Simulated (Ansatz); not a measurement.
# CH6InN: the cost of one run

Computed with Ansatz 0.2.0, Gaussian basis. Level: unrestricted cation, the program's frozen cores in correlated methods.

Levels to be run: UKS PBE-D4/def2-TZVPP; UKS r2SCAN-D4/def2-TZVPP; UKS PBE0-D4/def2-TZVPP; UKS B3LYP-D4/def2-TZVPP; UKS wB97X-V/def2-TZVPP; UKS wB97M-V/def2-TZVPP; UKS B2PLYP/def2-TZVPP; UHF-CCSD(T)/def2-TZVPP; UHF-MP2/def2-QZVPP; extrapolation to the limit; then −ε(HOMO) from the neutral's earlier runs with LDA (SPW92), PBE-D4, revPBE-D4, BLYP-D4, r2SCAN-D4, B97M-V, PBE0-D4, B3LYP-D4, r2SCANh-D4, r2SCAN0-D4, HSE06-D4, BHLYP-D4, CAM-B3LYP-D4, LC-ωPBE, ωB97X-V, ωB97M-V.

## (1) The geometry

An earlier PBE0-D4 in a triple-zeta def2 set relaxation fixed the geometry. In takes the def2 core potential; no spin-orbit term is included.

9 atoms, charge 0, spin multiplicity 1.

Atoms are counted from 1 here; the program's logs count them from 0.

Bond lengths: N1–C2 1.458 Å, N1–H4 1.011 Å, N1–H5 1.014 Å, C2–In3 2.170 Å, C2–H6 1.094 Å, C2–H7 1.102 Å, In3–H8 1.734 Å, In3–H9 1.729 Å. Angles: C2–N1–H4 111.5°, C2–N1–H5 111.5°, H4–N1–H5 106.9°, N1–C2–In3 110.0°, N1–C2–H6 109.1°, N1–C2–H7 115.2°, In3–C2–H6 106.5°, In3–C2–H7 109.4°, H6–C2–H7 106.3°, C2–In3–H8 117.5°, C2–In3–H9 122.4°, H8–In3–H9 120.1°.

## (2) Cation, UKS PBE-D4/def2-TZVPP

File in.yaml:

```yaml
crystal:
  periodic: [false, false, false]
  atoms:
    - {symbol: N, position_ang: [-0.500290, 0.305625, -1.345526]}
    - {symbol: C, position_ang: [0.064781, 0.719791, -0.066498]}
    - {symbol: In, position_ang: [0.125978, -0.966670, 1.297102]}
    - {symbol: H, position_ang: [0.031393, -0.449240, -1.758588]}
    - {symbol: H, position_ang: [-0.500711, 1.067266, -2.014718]}
    - {symbol: H, position_ang: [-0.592565, 1.465022, 0.390812]}
    - {symbol: H, position_ang: [1.063045, 1.181990, -0.122833]}
    - {symbol: H, position_ang: [0.257184, -2.551422, 0.606624]}
    - {symbol: H, position_ang: [0.051185, -0.772363, 3.013626]}
basis:
  gaussian: {orbitals: def2-TZVPP}
total_charge: 1
magnetization: {spin_polarized: true, initial_magnetization: 1}
hamiltonian: {xc: pbe, dispersion: d4}
```

The run is started by

```sh
ansatz run in.yaml --threads 2 --pin off --events-out ev --progress --plain --max-ram 32768MiB --backend cpu
```

Q: Estimate wall time and peak memory on 2 threads of AMD EPYC 7R13, shared host.

About 6 s, with a peak of 0.32 GiB.
